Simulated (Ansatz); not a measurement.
The same calculation of C2H8OSi3, SMILES [SiH3]C#C[SiH2]O[SiH3] as a Python script and as an input file (the Python package of Ansatz (0.2.0)).

The script, `c2h8osi3.py`:
```python
# -*- coding: utf-8 -*-
"""Single point of C2H8OSi3 in a Gaussian basis."""

from pathlib import Path
import argparse
import json

import ansatz

parser = argparse.ArgumentParser(description="Single point of C2H8OSi3 in a Gaussian basis.")
parser.add_argument("--basis-set", required=True, help="Gaussian basis set")
parser.add_argument("--xc", default="cam_b3lyp", help="exchange-correlation functional")
args = parser.parse_args()

molecule = (
    ansatz.Crystal.molecule()
    .atom("Si", (3.9349, 0.2385, -0.1346))
    .atom("C", (2.119, 0.0116, 0.2471))
    .atom("C", (0.9496, -0.1324, 0.487))
    .atom("Si", (-0.8738, -0.3524, 0.8486))
    .atom("O", (-1.8322, 0.0696, -0.4313))
    .atom("Si", (-3.4408, 0.1261, -0.7973))
    .atom("H", (4.3331, -0.6032, -1.2918))
    .atom("H", (4.7628, -0.1513, 1.0355))
    .atom("H", (4.225, 1.6579, -0.462))
    .atom("H", (-1.254, 0.4756, 2.0192))
    .atom("H", (-1.146, -1.7679, 1.1988))
    .atom("H", (-4.1338, 1.0361, 0.1463))
    .atom("H", (-4.0247, -1.2322, -0.6831))
    .atom("H", (-3.6191, 0.6239, -2.1824))
)

base = molecule.calculation().basis(gaussian=args.basis_set).functional(args.xc).orbitals()
result = base.run(runs_dir="c2h8osi3_runs")
r = result.report

print(f"E = {r['free_energy_ev']:.6f} eV = {r['free_energy_ev'] / 27.211386246:.7f} Ha")
print("converged:", r["converged"], " doubts:", r["published_state_doubts"] or "none")

state = r["mean_field"]["state"]
print(f"mean field: {state['energy']['hartree']:.7f} Ha, <S^2> = {abs(state['spin_squared']):.4f}, stability: {state.get('stability', {}).get('kind')}")

lines = Path(r["orbitals_path"]).read_text().splitlines()
field_of = lambda key: [line.split("=")[1].strip() for line in lines if line.startswith(key)]
orbitals = [(27.211386 * float(e), s, float(n)) for e, s, n in zip(field_of("Ene="), field_of("Spin="), field_of("Occup="))]
homo = max(e for e, _, n in orbitals if n > 0.5)
lumo = min(e for e, _, n in orbitals if n < 0.5)
print(f"HOMO {homo:.3f} eV, LUMO {lumo:.3f} eV, gap {lumo - homo:.3f} eV")
with open("c2h8osi3.json", "w") as handle:
    json.dump({k: r[k] for k in ("free_energy_ev", "reference_energy_ev", "n_occupied", "n_virtual")}, handle, indent=1)
```

Output of `python c2h8osi3.py --basis-set cc-pVDZ`:
```text
E = -27882.525426 eV = -1024.6639100 Ha
converged: True  doubts: none
mean field: -1024.6639100 Ha, <S^2> = 0.0000, stability: minimum
HOMO -9.395 eV, LUMO 0.383 eV, gap 9.778 eV
```

`input.yaml`:
```yaml
crystal:
  periodic: [false, false, false]
  atoms:
    - { symbol: Si, position_ang: [3.9349, 0.2385, -0.1346] }
    - { symbol: C, position_ang: [2.119, 0.0116, 0.2471] }
    - { symbol: C, position_ang: [0.9496, -0.1324, 0.487] }
    - { symbol: Si, position_ang: [-0.8738, -0.3524, 0.8486] }
    - { symbol: O, position_ang: [-1.8322, 0.0696, -0.4313] }
    - { symbol: Si, position_ang: [-3.4408, 0.1261, -0.7973] }
    - { symbol: H, position_ang: [4.3331, -0.6032, -1.2918] }
    - { symbol: H, position_ang: [4.7628, -0.1513, 1.0355] }
    - { symbol: H, position_ang: [4.225, 1.6579, -0.462] }
    - { symbol: H, position_ang: [-1.254, 0.4756, 2.0192] }
    - { symbol: H, position_ang: [-1.146, -1.7679, 1.1988] }
    - { symbol: H, position_ang: [-4.1338, 1.0361, 0.1463] }
    - { symbol: H, position_ang: [-4.0247, -1.2322, -0.6831] }
    - { symbol: H, position_ang: [-3.6191, 0.6239, -2.1824] }
basis:
  gaussian:
    orbitals: cc-pVDZ
hamiltonian:
  xc: cam_b3lyp
output:
  orbitals: {}
```

Caveats:
- Total energies depend on the basis set; only differences at equal settings carry meaning.
- The geometry is a force-field or estimated start, not a minimum of this method, and the basis set is short of its limit.
- Levels such as HOMO and LUMO are orbital energies: with these approximate functionals they aren't the ionisation energy and electron affinity, and their gap isn't the fundamental gap.
- Wall time of the script: 8.1 s on 1 thread of Arm Neoverse V1, on a shared host, peak memory 0.43 GiB.
